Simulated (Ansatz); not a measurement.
What does this script print? It uses the Python package of Ansatz (0.2.0).

`energy_clf3sn.py`:
```python
"""Electronic structure of the ClF3Sn molecule."""

from pathlib import Path
import json

import ansatz

GEOMETRY = """
F    -1.01570   -0.40370    1.63560
Sn   -0.01140   -0.08910    0.01530
F     1.78360   -0.67450    0.31840
F    -0.70150   -1.10030   -1.44860
Cl   -0.00510    2.19400   -0.56210
"""

geometry = ansatz.Crystal.molecule()
for line in GEOMETRY.strip().splitlines():
    symbol, *xyz = line.split()
    geometry = geometry.atom(symbol, [float(v) for v in xyz])

job = (
    geometry.calculation()
    .basis(gaussian="def2-SVPD")
    .functional(ansatz.LibraryFunctional("SVWN5"))
    .orbitals()
)
outcome = job.run(threads=1, runs_dir="clf3sn_runs")
rep = outcome.report

for key in ("converged", "free_energy_ev", "reference_energy_ev", "n_frozen", "n_occupied", "n_virtual"):
    print(f"{key:22s} {rep[key]}")

state = rep["mean_field"]["state"]
print(f"mean field: {state['energy']['hartree']:.7f} Ha, <S^2> = {abs(state['spin_squared']):.4f}, stability: {state.get('stability', {}).get('kind')}")

lines = Path(rep["orbitals_path"]).read_text().splitlines()
field_of = lambda key: [line.split("=")[1].strip() for line in lines if line.startswith(key)]
orbitals = [(27.211386 * float(e), s, float(n)) for e, s, n in zip(field_of("Ene="), field_of("Spin="), field_of("Occup="))]
homo = max(e for e, _, n in orbitals if n > 0.5)
lumo = min(e for e, _, n in orbitals if n < 0.5)
for e, spin, n in sorted(orbitals):
    if homo - 6 < e < lumo + 5:
        print(f"{spin:6s} {e:10.3f} eV  occupation {n:.0f}")
with open("clf3sn.json", "w") as handle:
    json.dump({k: rep[k] for k in ("free_energy_ev", "reference_energy_ev", "n_occupied", "n_virtual")}, handle, indent=1)
```

Output of `python energy_clf3sn.py`:
```text
converged              True
free_energy_ev         -26397.545274322478
reference_energy_ev    -26397.545274322478
n_frozen               0
n_occupied             [33, 33]
n_virtual              [95, 95]
mean field: -970.0918959 Ha, <S^2> = 0.0000, stability: minimum
Alpha     -14.761 eV  occupation 2
Alpha     -12.134 eV  occupation 2
Alpha     -12.063 eV  occupation 2
Alpha     -11.698 eV  occupation 2
Alpha     -10.677 eV  occupation 2
Alpha     -10.637 eV  occupation 2
Alpha     -10.550 eV  occupation 2
Alpha     -10.497 eV  occupation 2
Alpha     -10.401 eV  occupation 2
Alpha     -10.351 eV  occupation 2
Alpha      -9.191 eV  occupation 2
Alpha      -9.186 eV  occupation 2
Alpha      -5.521 eV  occupation 0
Alpha      -1.515 eV  occupation 0
Alpha      -1.337 eV  occupation 0
Alpha      -1.258 eV  occupation 0
```

`clf3sn.json`, as written:
```json
{
 "free_energy_ev": -26397.545274322478,
 "reference_energy_ev": -26397.545274322478,
 "n_occupied": [
  33,
  33
 ],
 "n_virtual": [
  95,
  95
 ]
}
```

Reading the output:
- Total energies depend on the basis set; only differences at equal settings carry meaning.
- The geometry is a force-field or estimated start, not a minimum of this method, and the basis set is short of its limit.
- def2 sets replace the cores of elements past krypton by effective core potentials.
- Alpha marks a spatial orbital of a restricted run, filled by both spins.
- Levels such as HOMO and LUMO are orbital energies: with these approximate functionals they aren't the ionisation energy and electron affinity, and their gap isn't the fundamental gap.
- Run time: 2.4 s on 1 thread of Arm Neoverse V1, with other jobs on the host, peak memory 0.22 GiB.

(Lines on the test bed's own set-up are left out of the output.)
